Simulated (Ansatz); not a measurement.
**RuSe (rocksalt): a single-point run**

Wanted: a converged single-point run for RuSe (rocksalt), and a check of what comes out. The structure is shown as the input types it.

Program: Ansatz 0.2.0. Level of theory: DFT PBE, scalar-relativistic, plane waves, PAW. These are calculated values, not measurements.

3 further runs of the same task are left out: 1 that didn't finish, 2 set aside as unsound or not needed. Runs told in other sessions of the task aren't counted.

## 1. Starting point

It takes space group Fm-3m (No. 225, cubic). The conventional cell has a = 5.141 Å, b = 5.141 Å, c = 5.141 Å, α = 90.00°, β = 90.00°, γ = 90.00°. Ru (site symmetry m-3m) is surrounded by 6 Se at 2.57 Å. Around Se (site symmetry m-3m) lie 6 Ru at 2.57 Å.

Coordinates:

```
Ru Se
1.0
     0.00000    2.57041    2.57041
     2.57041    0.00000    2.57041
     2.57041    2.57041    0.00000
Ru Se
1 1
Direct
  0.50000 0.50000 0.50000
  0.00000 0.00000 0.00000
```

## 2. The run

Contents of input.yaml:

```yaml
crystal:
  lattice:
    - [0.0, 2.5704067165, 2.5704067165]
    - [2.5704067165, 0.0, 2.5704067165]
    - [2.5704067165, 2.5704067165, 0.0]
  atoms:
    - { symbol: Ru, position: [0.5, 0.5, 0.5] }
    - { symbol: Se, position: [0.0, 0.0, 0.0] }
basis:
  ecutwfc: 420
  ecutrho_ratio: 4
kpoints:
  mp_grid: { grid: [12, 12, 12] }
hamiltonian:
  xc: pbe
scf:
  occupations: { method: gaussian, width: 0.05 }
  mixing: { algorithm: anderson, beta: 0.001, ndim: 1 }
  max_iter: 50
output:
  forces: true
  stress: true
```

Run with:

```
$ ansatz run input.yaml --threads 2 --pin off --max-ram 2662MiB --backend cpu --events-out ev --progress --plain --runs-dir out
```

Q: Will this input give a usable result? If not, why, and what should change?

The program finished normally. That alone doesn't make the input a sound one.

In the input, scf.mixing.algorithm is anderson; scf.mixing.beta is 0.001; scf.mixing.ndim is 1. The risk: mixing too weak. The residual crept for many cycles and then fell at once, which so weak a step can't do by itself: the program changed its mixing. Several mixing settings were changed at once, so this run can't tell how much each is to blame.

Run again and compare: delete scf.mixing.algorithm, scf.mixing.beta and scf.mixing.ndim (the default then holds).
